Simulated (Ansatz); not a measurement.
# HfC+ (sextet): wave-function methods side by side, def2-QZVPP

The task here is to estimate one member of a computed series from the others.

The runs use Ansatz 0.2.0, Gaussian basis; def2-QZVPP, core rule «outside noble gas», up to 5 orbitals frozen.

The runs, in order: UHF; ROHF; CCSD(T) on UHF.

## The geometry

The geometry is a PBE0/def2-TZVP stationary point (not a proven minimum). No spin-orbit coupling is included. Elements past krypton take def2 core potentials.

2 atoms, charge 1, spin multiplicity 6.

Atoms are counted from 1 here; the program's logs count them from 0.

Bond lengths: Hf1–C2 2.077 Å.

The first run:

Contents of in.yaml:

```yaml
crystal:
  periodic: [false, false, false]
  atoms:
    - {symbol: Hf, position_ang: [0.000000, 0.000000, 0.000000]}
    - {symbol: C, position_ang: [0.000000, 0.000000, 2.077400]}
basis:
  gaussian: {orbitals: "def2-QZVPP.json"}
total_charge: 1
magnetization: {spin_polarized: true, initial_magnetization: 5}
hamiltonian: {xc: hf}
output: {orbitals: {seedname: orbitals}}
```

Run with:

```sh
ansatz run in.yaml --threads 1 --pin off --events-out ev --progress --plain --max-ram 2816MiB --backend cpu
```

Among the steps run: UHF; ROHF; CCSD(T) on UHF.

One table of the session follows, with a row left open; its other results are not shown here.

It belongs to the step «Misses and costs». 

```
  method  from UCCSD(T) (kcal/mol)
    ROHF                    +91.48
     UHF                         ?
    UMP2                    +15.42
   UCCSD                     +4.23
UCCSD(T)                         0
```

**Question.** Estimate the row for UHF.

The run gave: from UCCSD(T) (kcal/mol): +88.68. In the column «from UCCSD(T) (kcal/mol)» it lies between UMP2 (+15.42) and ROHF (+91.48).
